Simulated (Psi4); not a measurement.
# C2H2ClSi (SMILES [C]#C[SiH2]Cl) in Psi4

Aim: a single-point energy of C2H2ClSi.

The results are computed with Psi4 1.11.

4 further runs of the same task are left out: 1 that didn't finish, 3 set aside as unsound or not needed.

### Step 1. The system as given

The species is C2H2ClSi (6 atoms), meant as a doublet with charge 0. SMILES: `[C]#C[SiH2]Cl`. The shape is that of a PBE0-D4/def2-TZVP optimisation.

Bond lengths: C1–C2 1.212 Å, C2–Si3 1.820 Å, Si3–Cl4 2.045 Å, Si3–H5 1.477 Å, Si3–H6 1.477 Å. Angles: C1–C2–Si3 178.6°, C2–Si3–Cl4 109.3°, C2–Si3–H5 109.2°, C2–Si3–H6 109.2°, Cl4–Si3–H5 108.7°, Cl4–Si3–H6 108.7°, H5–Si3–H6 111.7°.

### Step 2. The job

c2h2clsi.py reads:

```python
import psi4

psi4.set_memory('1600 MB')
psi4.set_num_threads(1)
psi4.core.set_output_file('c2h2clsi.out', False)

geom = psi4.geometry("""
0 2
C      0.868400    -2.059200     1.138400
C      0.473000    -1.050800     0.595000
Si    -0.084700     0.485400    -0.206000
Cl    -1.795500     0.115200    -1.263900
H      0.959500     0.950800    -1.141600
H     -0.378700     1.494700     0.831900
symmetry c1
""")

psi4.set_options({
    'basis': 'def2-SVP',
    'reference': 'uks',
    'scf_type': 'df',
    'soscf': True,
})

E, wfn = psi4.energy('r2scan', molecule=geom, return_wfn=True)
print('E =', round(E, 9))
```

The run is started by

```
$ python c2h2clsi.py
```

c2h2clsi.out:

```text
=> Loading Basis Set <=

    Name: DEF2-SVP
    Role: ORBITAL
    Keyword: BASIS

         ---------------------------------------------------------
                                   SCF
                              UKS Reference
                        1 Threads,   1525 MiB Core
         ---------------------------------------------------------

  ==> Geometry <==

    Molecular point group: c1
    Full point group: C1

    Geometry (in Angstrom), charge = 0, multiplicity = 2:

       Center              X                  Y                   Z               Mass
    ------------   -----------------  -----------------  -----------------  -----------------
         C            1.413288681320    -1.865330004271     1.469686304880    12.000000000000
         C            1.017888681320    -0.856930004271     0.926286304880    12.000000000000
         SI           0.460188681320     0.679269995729     0.125286304880    27.976926534650
         CL          -1.250611318680     0.309069995729    -0.932613695120    34.968852682000
         H            1.504388681320     1.144669995729    -0.810313695120     1.007825032230
         H            0.166188681320     1.688569995729     1.163186304880     1.007825032230

  Running in c1 symmetry.

  Rotational constants: A =      0.40318  B =      0.08402  C =      0.07130 [cm^-1]
  Rotational constants: A =  12087.17873  B =   2518.90711  C =   2137.65689 [MHz]
  Nuclear repulsion =  166.882499206048323

  Charge       = 0
  Multiplicity = 2
  Electrons    = 45
  Nalpha       = 23
  Nbeta        = 22

  ==> Algorithm <==

  SCF Algorithm Type is DF.
  DIIS enabled.
  MOM disabled.
  Fractional occupation disabled.
  Guess Type is SAD.
  Energy threshold   = 1.00e-06
  Density threshold  = 1.00e-06
  Integral threshold = 1.00e-12

  ==> Primary Basis <==

  Basis Set: DEF2-SVP
    Blend: DEF2-SVP
    Number of shells: 34
    Number of basis functions: 74
    Number of Cartesian functions: 78
    Spherical Harmonics?: true
    Max angular momentum: 2

  ==> DFT Potential <==

   => LibXC <=

    Version 7.1.2

   => Composite Functional: R2SCAN <=

    r2SCAN Meta-GGA XC Functional  (0.1021/acs.jpclett.0c02405)

    Deriv               =              1
    GGA                 =           TRUE
    Meta                =           TRUE

    Exchange Hybrid     =          FALSE
    MP2 Hybrid          =          FALSE

   => Exchange Functionals <=

    1.0000   XC_MGGA_X_R2SCAN

   => Correlation Functionals <=

    1.0000   XC_MGGA_C_R2SCAN

   => LibXC Density Thresholds  <==

    XC_MGGA_C_R2SCAN:  1.00E-15
    XC_MGGA_X_R2SCAN:  1.00E-11

   => Molecular Quadrature <=

    Radial Scheme          =       TREUTLER
    Pruning Scheme         =           NONE
    Nuclear Scheme         =       TREUTLER

    Blocking Scheme        =         OCTREE
    BS radius alpha        =              1
    Pruning alpha          =              1
    Radial Points          =             75
    Spherical Points       =            302
    Total Points           =         128816
    Total Blocks           =           1052
    Max Points             =            256
    Max Functions          =             72
    Weights Tolerance      =       1.00E-15

   => Loading Basis Set <=

    Name: (DEF2-SVP AUX)
    Role: JKFIT
    Keyword: DF_BASIS_SCF

  ==> Integral Setup <==

  DFHelper Memory: AOs need 0.020 GiB; user supplied 0.572 GiB.
  SCF_SUBTYPE=INCORE selected. In-core MEM_DF algorithm will be used.
  Using in-core AOs.

  ==> MemDFJK: Density-Fitted J/K Matrices <==

    J tasked:                   Yes
    K tasked:                    No
    wK tasked:                   No
    Memory [MiB]:               585
    Algorithm:                 Core
    Schwarz Cutoff:           1E-12
    Mask sparsity (%):       2.3375
    Fitting Condition:        1E-10

   => Auxiliary Basis Set <=

  Basis Set: (DEF2-SVP AUX)
    Blend: DEF2-UNIVERSAL-JKFIT
    Number of shells: 138
    Number of basis functions: 442
    Number of Cartesian functions: 528
    Spherical Harmonics?: true
    Max angular momentum: 4

  Cached 100.0% of DFT collocation blocks in 0.545 [GiB].

  Minimum eigenvalue in the overlap matrix is 1.6728607473E-03.
  Reciprocal condition number of the overlap matrix is 3.8928258162E-04.
    Using symmetric orthogonalization.

  ==> Pre-Iterations <==

  SCF Guess: Superposition of Atomic Densities via on-the-fly atomic UHF (no occupation information).

   -------------------------
    Irrep   Nso     Nmo
   -------------------------
     A         74      74
   -------------------------
    Total      74      74
   -------------------------

  ==> Iterations <==

                           Total Energy        Delta E     RMS |[F,P]|

   @DF-UKS iter SAD:  -826.17584150209188   -8.26176e+02   0.00000e+00
   @DF-UKS iter   1:  -825.99891294453755    1.76929e-01   9.88321e-03 DIIS/ADIIS
   @DF-UKS iter   2:  -819.25636799765061    6.74254e+00   3.12564e-02 DIIS/ADIIS
   @DF-UKS iter   3:  -826.40067946966940   -7.14431e+00   6.57305e-03 DIIS/ADIIS
```

On the terminal:

```text
Traceback (most recent call last):
  File "c2h2clsi.py", line 25, in <module>
    E, wfn = psi4.energy('r2scan', molecule=geom, return_wfn=True)
RuntimeError:
Fatal Error: Vx: UKS does not support rotated V builds for MGGA's
```

It took 4.8 s on 1 thread of Intel Xeon 6975P-C (Granite Rapids), shared host; peak memory 0.79 GiB.

### Step 3. What went wrong

The run ended with an error.

The log says `Fatal Error: Vx: UKS does not support rotated V builds for MGGA's`. To mend it: soscf at its default in place of yes. As typed, the program can't run this.
